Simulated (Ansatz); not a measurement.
**Si₂H₅Cl + HCl: a complex and its separated parts**

The complex below is one end of an elementary step. How strongly is it bound against its free parts?

Method: PBE0-D4/def2-TZVP structures, single points in def2-TZVPP, no counterpoise correction; program: Ansatz 0.2.0, Gaussian basis.

Levels: SPW92, PBE-D4, BLYP-D4, r2SCAN-D4, B97M-V, PBE0-D4, B3LYP-D4, r2SCAN0-D4, BHLYP-D4, CAM-B3LYP-D4, wB97X-V, wB97M-V, B2PLYP, PBE-QIDH, RPA on PBE, Hartree-Fock, MP2, CCSD, CCSD(T).

Correlated methods freeze the cores. B3LYP uses VWN-RPA correlation. B2PLYP carries no dispersion term here.

94 further runs of the same task are left out: 94 set aside as unsound or not needed.

## (1) Where the work starts

The complex: 10 atoms, charge 0, spin multiplicity 1.

Atoms are counted from 1 here; the program's logs count them from 0.

Bond lengths: Si1–Si2 2.339 Å, Si1–H3 1.485 Å, Si1–H4 1.486 Å, Si1–Cl5 2.065 Å, Si2–H8 1.484 Å, Si2–H9 1.487 Å, Si2–H10 1.486 Å, H6–Cl7 1.280 Å. Angles: Si2–Si1–H3 112.0°, Si2–Si1–H4 113.0°, Si2–Si1–Cl5 108.6°, H3–Si1–H4 108.2°, H3–Si1–Cl5 107.7°, H4–Si1–Cl5 107.0°, Si1–Si2–H8 109.9°, Si1–Si2–H9 108.0°, Si1–Si2–H10 110.1°, H8–Si2–H9 109.4°, H8–Si2–H10 110.1°, H9–Si2–H10 109.3°.

Geometry (Å):

```xyz
10
Cl2H6Si2
Si   -1.05890   -0.03871   -0.79092
Si    0.31039   -1.16666    0.73300
H    -1.25920   -0.81593   -2.04019
H    -0.53769    1.30361   -1.15869
Cl   -2.91197    0.24861    0.07421
H     1.34101    2.67291   -0.22378
Cl    2.35300    2.04682    0.24743
H     0.44787   -0.36868    1.97699
H    -0.33210   -2.47002    1.04921
H     1.64750   -1.41203    0.13265
```

Its parts: Si₂H₅Cl holds atoms 1, 2, 3, 4, 5, 8, 9, 10; HCl holds atoms 6, 7. Each part counts its atoms afresh in its own runs.

## (2) Relaxing Si₂H₅Cl alone

File relax-a/in.yaml:

```yaml
crystal:
  periodic: [false, false, false]
  atoms:
    - {symbol: Si, position_ang: [-1.058898, -0.038713, -0.790920]}
    - {symbol: Si, position_ang: [0.310389, -1.166661, 0.732997]}
    - {symbol: H, position_ang: [-1.259202, -0.815935, -2.040193]}
    - {symbol: H, position_ang: [-0.537692, 1.303607, -1.158693]}
    - {symbol: Cl, position_ang: [-2.911968, 0.248606, 0.074209]}
    - {symbol: H, position_ang: [0.447866, -0.368682, 1.976987]}
    - {symbol: H, position_ang: [-0.332101, -2.470023, 1.049214]}
    - {symbol: H, position_ang: [1.647498, -1.412026, 0.132649]}
basis:
  gaussian: {orbitals: def2-TZVP}
hamiltonian: {xc: pbe0, dispersion: d4}
relax: {f_tol: 0.005, max_steps: 200}
```

On the command line:

```sh
ansatz run in.yaml --threads 4 --pin off --events-out ev --progress --plain --max-ram 9574MiB
```

The runs that follow: Relaxing HCl alone; SPW92/def2-TZVPP; PBE-D4/def2-TZVPP; BLYP-D4/def2-TZVPP; r2SCAN-D4/def2-TZVPP; B97M-V/def2-TZVPP; PBE0-D4/def2-TZVPP; B3LYP-D4/def2-TZVPP; r2SCAN0-D4/def2-TZVPP; BHLYP-D4/def2-TZVPP; CAM-B3LYP-D4/def2-TZVPP; wB97X-V/def2-TZVPP; wB97M-V/def2-TZVPP; B2PLYP/def2-TZVPP; PBE-QIDH/def2-TZVPP; RPA on PBE/def2-TZVPP; CCSD(T)/def2-TZVPP; Vibrations of Si₂H₅Cl; Vibrations of HCl.

Q: Predict the outcome of this session. Wanted: complex less parts, CCSD(T)/def2-TZVPP; with zero-point energy; largest T1 diagnostic.

The runs gave:

| quantity | value |
| --- | --- |
| complex less parts, CCSD(T)/def2-TZVPP | -0.055 eV |
| with zero-point energy | -0.034 eV |
| largest T1 diagnostic | 0.011 |

At CCSD(T) the complex lies 0.055 eV below its parts. Among the functionals r2SCAN-D4 lands nearest to CCSD(T) (-0.011 eV) and SPW92 farthest (-0.064 eV). By rung, the mean size of the error is: LDA 0.064, GGA 0.027, meta-GGA 0.017, hybrid 0.022, range-separated hybrid 0.022, double hybrid 0.022 eV. PBE-D4 gives a relative energy 0.033 eV too low, an error of 60 % of the reference. No counterpoise was applied, and triple zeta lacks some correlation, so the CCSD(T) reference has a basis error of its own, and close matches with it are partly luck.
